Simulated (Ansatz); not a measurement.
Predict the output of the script below (Ansatz 0.2.0 through its Python package).

`basis_h3sbte.py`
```python
"""Basis-set convergence for H3SbTe."""

import ansatz as az
from ase import Atoms

atoms = Atoms(["Sb", "Te", "H", "H", "H"], positions=[
    [-0.7592, -1.038, -0.5291],
    [0.1588, 1.5741, -1.0154],
    [-1.2488, -0.5815, 1.108],
    [0.8654, -1.55, -0.0745],
    [1.0336, 1.5218, 0.4697],
])
system = az.Crystal.molecule_from_ase(atoms)

base = (
    system.calculation()
    .functional("pbe0")
    .scf(lower_state_search="off")
)

energies = {}
for basis in ["def2-SVP", "def2-SVPD", "def2-TZVP", "def2-TZVPP"]:
    report = base.basis(gaussian=basis).run().report
    size = report["n_frozen"] + report["n_occupied"][0] + report["n_virtual"][0]
    energies[basis] = (report["reference_energy_ev"] / 27.211386246, report["free_energy_ev"] / 27.211386246)
    print(f"{basis:14s} {size:4d} orbitals  reference {energies[basis][0]:14.6f} Ha  total {energies[basis][1]:14.6f} Ha")

last = energies["def2-TZVPP"][1]
for basis, (_, total) in energies.items():
    print(f"{basis:14s} lies {27.211386 * (total - last):9.4f} eV above def2-TZVPP")
```

```console
$ python basis_h3sbte.py
def2-SVP         67 orbitals  reference    -510.077255 Ha  total    -510.077255 Ha
def2-SVPD        91 orbitals  reference    -510.079541 Ha  total    -510.079541 Ha
def2-TZVP       118 orbitals  reference    -510.097393 Ha  total    -510.097393 Ha
def2-TZVPP      142 orbitals  reference    -510.098118 Ha  total    -510.098118 Ha
def2-SVP       lies    0.5677 eV above def2-TZVPP
def2-SVPD      lies    0.5055 eV above def2-TZVPP
def2-TZVP      lies    0.0197 eV above def2-TZVPP
def2-TZVPP     lies    0.0000 eV above def2-TZVPP
```

Against def2-SVP: def2-SVPD -2.3 mHa, def2-TZVP -20.1 mHa and def2-TZVPP -20.9 mHa. The last step alone is -0.73 mHa (these two sets differ little on atoms other than hydrogen). From the first set to the last the time grows from 1.1 to 2.2 s.

What to keep in mind:
- The settings weren't tested for convergence.
- The geometry is a force-field or estimated start, not a minimum of this method, and the last set is no limit. Much of the fall in a total is atomic energy, which cancels in bond and reaction energies.
- def2 sets replace the cores of elements past krypton by effective core potentials.
- Run time: 6.7 s on 1 thread of Intel(R) Xeon(R) 6975P-C (Granite Rapids) (shared host), peak memory 0.34 GiB.

(Lines on the test bed's own set-up are left out of the output.)
